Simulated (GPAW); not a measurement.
The system is HfB.

```
Hf B
1.0
     0.00000    2.31000    2.31000
     2.31000    0.00000    2.31000
     2.31000    2.31000    0.00000
Hf B
1 1
Direct
  0.50000 0.50000 0.50000
  0.00000 0.00000 0.00000
```

Base run:

| Quantity | Value |
| --- | --- |
| Program | GPAW 26.7.0 |
| Functional | r2SCAN |
| Potentials or basis | GPAW PAW data sets (gpaw-data 1.2.1) |
| Cutoff | 800 eV |
| Basis | pw |
| k mesh | 10 × 10 × 10 |
| Occupations | fermi-dirac, width 0.05 eV |
| Spin | no spin polarisation |

Its results: band gap on the k mesh none (metal or under the smearing width); pressure 31.4 GPa.

Task: After a change of settings the same cell gave: band gap on the k mesh none (metal or under the smearing width); pressure 39.1 GPa. Which change was it?
A. functional from r2SCAN to PBE
B. hubbard terms from none to Hf d U = 2 eV
C. hubbard terms from none to Hf d U = 6 eV

Result: B.

Caveats: a pressure of tens of GPa on the cell as given is suspect, and the run, the potentials or the cell itself is likely at fault; the PAW data sets were made with another functional, which shifts forces and pressure a little; U without spin polarisation on a metal has little footing (some runs); the U is typed as a test and isn't derived for this compound (some runs).

Not every run made on this cell is shown here.
